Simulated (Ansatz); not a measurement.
**CH5BFN: basis-set convergence**

The task here is to estimate one member of a computed series from the others.

Method: one geometry, several basis sets; program: Ansatz 0.2.0, Gaussian basis.

Levels to be run: PBE0-D4/def2-SVP; ωB97M-V/def2-SVP; PBE0-D4/def2-QZVPP; ωB97M-V/def2-QZVPP; the functionals' def2-TZVPP values are taken from earlier runs.

## Structure used throughout

An earlier PBE0-D4 in a triple-zeta def2 set relaxation fixed the geometry.

SMILES `NCBF`, 9 atoms, charge 0, spin multiplicity 1.

Atoms are counted from 1 here; the program's logs count them from 0.

Bond lengths: N1–C2 1.448 Å, N1–H5 1.010 Å, N1–H6 1.011 Å, C2–B3 1.555 Å, C2–H7 1.111 Å, C2–H8 1.099 Å, B3–F4 1.326 Å, B3–H9 1.200 Å. Angles: C2–N1–H5 112.1°, C2–N1–H6 111.5°, H5–N1–H6 108.1°, N1–C2–B3 115.4°, N1–C2–H7 115.1°, N1–C2–H8 110.3°, B3–C2–H7 104.1°, B3–C2–H8 107.4°, H7–C2–H8 103.7°, C2–B3–F4 120.2°, C2–B3–H9 122.7°, F4–B3–H9 117.1°.

The first run:

Contents of in.yaml:

```yaml
crystal:
  periodic: [false, false, false]
  atoms:
    - {symbol: N, position_ang: [-0.618926, 0.707667, -0.943609]}
    - {symbol: C, position_ang: [0.263050, -0.282224, -0.360225]}
    - {symbol: B, position_ang: [0.059918, -0.543982, 1.158712]}
    - {symbol: F, position_ang: [-0.702873, 0.267449, 1.878401]}
    - {symbol: H, position_ang: [-0.275449, 1.047789, -1.830621]}
    - {symbol: H, position_ang: [-0.742571, 1.501380, -0.330240]}
    - {symbol: H, position_ang: [1.347001, -0.059373, -0.453039]}
    - {symbol: H, position_ang: [0.150972, -1.245727, -0.877213]}
    - {symbol: H, position_ang: [0.607277, -1.439279, 1.740733]}
basis:
  gaussian: {orbitals: def2-SVP}
hamiltonian: {xc: pbe0, dispersion: d4}
output: {orbitals: {seedname: orbitals}}
```

Launch:

```bash
> ansatz run in.yaml --threads 2 --pin off --events-out ev --progress --plain --max-ram 4352MiB
```

Among the steps run: PBE0-D4 in def2-SVP; ωB97M-V in def2-SVP; PBE0-D4 in def2-QZVPP; ωB97M-V in def2-QZVPP.

One table of the session follows, with a row left open; its other results are not shown here.

It belongs to the step «Functionals by basis». 

```
functional       basis  HOMO (eV)  LUMO (eV)
   PBE0-D4    def2-SVP      -6.62      -0.27
   PBE0-D4  def2-TZVPP          ?          ?
   PBE0-D4  def2-QZVPP      -7.03      -0.50
   ωB97M-V    def2-SVP      -9.03       1.85
   ωB97M-V  def2-TZVPP      -9.38       1.51
   ωB97M-V  def2-QZVPP      -9.44       1.32
```

Estimate the missing values for PBE0-D4, def2-TZVPP.

As computed: HOMO (eV): -6.97; LUMO (eV): -0.44. In the column «HOMO (eV)» it lies between PBE0-D4, def2-QZVPP (-7.03) and PBE0-D4, def2-SVP (-6.62).
